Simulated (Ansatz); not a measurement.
# C2F6 (hexafluoroethane) at 3 levels

Wanted: a comparison of 3 runs (HF/def2-SVPD, B3LYP/6-31G*, MP2/cc-pVDZ) of C2F6 (hexafluoroethane). 

The results are computed with Ansatz 0.2.0.

3 further runs of the same task are left out: 3 set aside as unsound or not needed.

### 1 The structure to begin with

C2F6: 8 atoms, total charge 0, spin state singlet. As SMILES, `FC(F)(F)C(F)(F)F`. Geometry: relaxed at PBE0-D4/def2-TZVP.

Bond lengths: F1–C2 1.325 Å, C2–F3 1.325 Å, C2–F4 1.325 Å, C2–C5 1.549 Å, C5–F6 1.325 Å, C5–F7 1.325 Å, C5–F8 1.325 Å. Some angles: F1–C2–F3 109.1°, F1–C2–F4 109.1°, F1–C2–C5 109.8°, F3–C2–F4 109.1°, F3–C2–C5 109.8°, F4–C2–C5 109.8°, C2–C5–F6 109.8°, C2–C5–F7 109.8°, C2–C5–F8 109.8°, F6–C5–F7 109.1°.

### 2 Energy and forces at HF/def2-SVPD (run 1)

molecule.yaml reads:

```yaml
crystal:
  periodic: [false, false, false]
  atoms:
    - {symbol: F, position_ang: [1.065570, -0.767260, 1.152000]}
    - {symbol: C, position_ang: [0.662650, -0.397300, -0.054910]}
    - {symbol: F, position_ang: [1.596070, 0.361280, -0.610920]}
    - {symbol: F, position_ang: [0.478560, -1.476610, -0.801220]}
    - {symbol: C, position_ang: [-0.662670, 0.397270, 0.054890]}
    - {symbol: F, position_ang: [-0.477000, 1.479670, 0.796360]}
    - {symbol: F, position_ang: [-1.068680, 0.762200, -1.152500]}
    - {symbol: F, position_ang: [-1.594500, -0.359250, 0.616310]}
basis:
  gaussian:
    orbitals: def2-SVPD
hamiltonian:
  xc: hf
accuracy: high
output: {forces: true, orbitals: {seedname: orbitals}}
```

Started as:

```bash
$ ansatz run molecule.yaml --threads 1 --pin off --max-ram 3480MiB --events-out events.jsonl --progress --plain --runs-dir runs
```

What it wrote:

```text
Warning: RAYON_NUM_THREADS=1 ignored (pool sized by the plan → 1); use --threads N
Functional definition: HF
  name "HF"
  exchange = exact_x
  correlation = 0
3634 factors; integrals over basis functions are off by at most 3.1e-9 eV
mean field evaluation 1: about -18276.3786 eV, gradient 6.0e1 eV
mean field evaluation 2: about -18276.3844 eV, gradient 6.0e1 eV
mean field evaluation 4: about -18282.7139 eV, gradient 4.2e0 eV
mean field evaluation 8: about -18282.7713 eV, gradient 2.8e-4 eV
mean field -18282.77126132 eV, -671.8794513460 hartree, gradient 2.6e-8 eV, S^2 0.000000; 0 other end points of the search recorded, 0 dependent functions left out
the calculation of the forces begins
reference -18282.77126132 eV, -671.8794513460 hartree; 33, 33 occupied and 145, 145 virtual orbitals, 3634 factors
Total energy: -18282.77126132 eV, -671.8794513460 hartree
Atom 0 at     1.065570    -0.767260     1.152000 Å, force    -0.360138     0.335811    -1.115021 eV/Å
Atom 1 at     0.662650    -0.397300    -0.054910 Å, force     0.594836    -0.355457    -0.048729 eV/Å
Atom 2 at     1.596070     0.361280    -0.610920 Å, force    -0.850861    -0.707668     0.511282 eV/Å
Atom 3 at     0.478560    -1.476610    -0.801220 Å, force     0.180598     0.988537     0.688542 eV/Å
Atom 4 at    -0.662670     0.397270     0.054890 Å, force    -0.594160     0.356323     0.049660 eV/Å
Atom 5 at    -0.477000     1.479670     0.796360 Å, force    -0.183007    -0.992951    -0.682640 eV/Å
Atom 6 at    -1.068680     0.762200    -1.152500 Å, force     0.364168    -0.328999     1.115246 eV/Å
Atom 7 at    -1.594500    -0.359250     0.616310 Å, force     0.848564     0.704403    -0.518340 eV/Å
Dipole moment:    -0.000030    -0.000042    -0.000036 e Å
```

Wall time 39 s (1 thread of Arm Neoverse V1, shared host); peak memory 0.98 GiB.

### 3 Energy and forces at B3LYP/6-31G(d) (Cartesian functions) (run 2)

molecule.yaml, as its differences from that of step 2:

```diff
@@ -13,5 +13,5 @@
   gaussian:
-    orbitals: def2-SVPD
+    orbitals: "6-31G*"
 hamiltonian:
-  xc: hf
+  xc: {name: B3LYP}
 accuracy: high
```

Started as:

```bash
$ ansatz run molecule.yaml --threads 1 --pin off --max-ram 3480MiB --events-out events.jsonl --progress --plain --runs-dir runs
```

What it wrote, shortened:

```text
Warning: RAYON_NUM_THREADS=1 ignored (pool sized by the plan → 1); use --threads N
Functional definition: B3LYP
  name "B3LYP"
[...]
2627 factors; integrals over basis functions are off by at most 3.1e-9 eV
[...]
mean field -18374.59430891 eV, -675.2538861049 hartree, gradient 1.8e-8 eV, S^2 0.000000; 0 other end points of the search recorded, 0 dependent functions left out
[...]
reference -18374.59433139 eV, -675.2538869313 hartree; 33, 33 occupied and 87, 87 virtual orbitals, 2627 factors
Total energy: -18374.59433139 eV, -675.2538869313 hartree
Atom 0 at     1.065570    -0.767260     1.152000 Å, force     0.203264    -0.191166     0.658604 eV/Å
Atom 1 at     0.662650    -0.397300    -0.054910 Å, force    -0.571899     0.343942     0.047870 eV/Å
Atom 2 at     1.596070     0.361280    -0.610920 Å, force     0.491648     0.422490    -0.301889 eV/Å
Atom 3 at     0.478560    -1.476610    -0.801220 Å, force    -0.117059    -0.578752    -0.405094 eV/Å
Atom 4 at    -0.662670     0.397270     0.054890 Å, force     0.572513    -0.343181    -0.047028 eV/Å
Atom 5 at    -0.477000     1.479670     0.796360 Å, force     0.117309     0.579461     0.402808 eV/Å
Atom 6 at    -1.068680     0.762200    -1.152500 Å, force    -0.204461     0.189510    -0.659233 eV/Å
Atom 7 at    -1.594500    -0.359250     0.616310 Å, force    -0.491316    -0.422304     0.303962 eV/Å
Dipole moment:    -0.000027    -0.000038    -0.000032 e Å
```

It took 23 s on 1 thread of Arm Neoverse V1, shared host; peak memory 0.51 GiB.

### 4 Energy and forces at MP2/cc-pVDZ (run 3)

run.yaml reads:

```yaml
basis:
  gaussian:
    orbitals: cc-pVDZ
crystal:
  periodic: [false, false, false]
  atoms:
    - symbol: F
      position_ang: [1.065570, -0.767260, 1.152000]
    - symbol: C
      position_ang: [0.662650, -0.397300, -0.054910]
    - symbol: F
      position_ang: [1.596070, 0.361280, -0.610920]
    - symbol: F
      position_ang: [0.478560, -1.476610, -0.801220]
    - symbol: C
      position_ang: [-0.662670, 0.397270, 0.054890]
    - symbol: F
      position_ang: [-0.477000, 1.479670, 0.796360]
    - symbol: F
      position_ang: [-1.068680, 0.762200, -1.152500]
    - symbol: F
      position_ang: [-1.594500, -0.359250, 0.616310]
correlation:
  method: mp2
  frozen_orbitals: {C: 1, F: 1}
accuracy: high
output:
  forces: true
  orbitals: {seedname: orbitals}
```

Started as:

```bash
$ ansatz run run.yaml --threads 1 --pin off --max-ram 3480MiB --events-out events.jsonl --progress --plain --runs-dir runs
```

What it wrote, shortened:

```text
Warning: RAYON_NUM_THREADS=1 ignored (pool sized by the plan → 1); use --threads N
[... 2 set-up lines as earlier in the session ...]
[...]
2516 factors; integrals over basis functions are off by at most 2.9e-9 eV
[...]
mean field -18297.29728642 eV, -672.4132729224 hartree, gradient 1.6e-8 eV, S^2 0.000000; 0 other end points of the search recorded, 0 dependent functions left out
8 core orbitals not correlated: weight in the atoms' cores, before any rotation towards them, 1.000 or more for the frozen orbitals, at most 0.000 for the correlated occupied ones
reference -18297.29728642 eV, -672.4132729224 hartree; 25, 25 occupied and 79, 79 virtual orbitals, 2516 factors
second order -37.14726940 eV of doubles, -0.00000000 eV of singles
[...]
Total energy: -18334.44455582 eV, -673.7784098937 hartree
Atom 0 at     1.065570    -0.767260     1.152000 Å, force     0.136730    -0.137116     0.530302 eV/Å
Atom 1 at     0.662650    -0.397300    -0.054910 Å, force    -0.599578     0.360555     0.050192 eV/Å
Atom 2 at     1.596070     0.361280    -0.610920 Å, force     0.367656     0.354434    -0.240199 eV/Å
Atom 3 at     0.478560    -1.476610    -0.801220 Å, force    -0.120447    -0.448512    -0.322440 eV/Å
Atom 4 at    -0.662670     0.397270     0.054890 Å, force     0.600206    -0.359771    -0.049329 eV/Å
Atom 5 at    -0.477000     1.479670     0.796360 Å, force     0.120391     0.448615     0.321079 eV/Å
Atom 6 at    -1.068680     0.762200    -1.152500 Å, force    -0.137321     0.136449    -0.530837 eV/Å
Atom 7 at    -1.594500    -0.359250     0.616310 Å, force    -0.367636    -0.354655     0.241232 eV/Å
Dipole moment:    -0.000029    -0.000041    -0.000035 e Å
```

Run time: 32 s. Hardware: 1 thread of Arm Neoverse V1, shared host; peak memory 0.53 GiB.

### 5 Overview of the runs

```csv
run,level,Cartesian functions,frozen core orbitals,energy (Eh),dipole moment (D),HOMO energy (eV),LUMO energy (eV),wall time
1,HF/def2-SVPD,no,–,-671.879451,0.00,-16.45,2.49,39 s
2,B3LYP/6-31G* (Cartesian functions),yes,–,-675.253887,0.00,-10.44,2.71,23 s
3,MP2/cc-pVDZ,no,8,-673.778410,0.00,-16.07,7.65,32 s
```

### 6 What came out

```
                                          quantity          value
                               run 3: total energy  -673.77841 Eh
         run 3: dipole moment (correlated density)         0.00 D
        run 3: HOMO energy (Hartree–Fock orbitals)      -16.07 eV
        run 3: LUMO energy (Hartree–Fock orbitals)        7.65 eV
      run 3: HOMO–LUMO gap (Hartree–Fock orbitals)       23.72 eV
run 3: correlation energy (8 core orbitals frozen)    -1365.1 mEh
                   run 3: largest force on an atom     0.702 eV/Å
```

All runs together took 94 s, the longest 39 s.
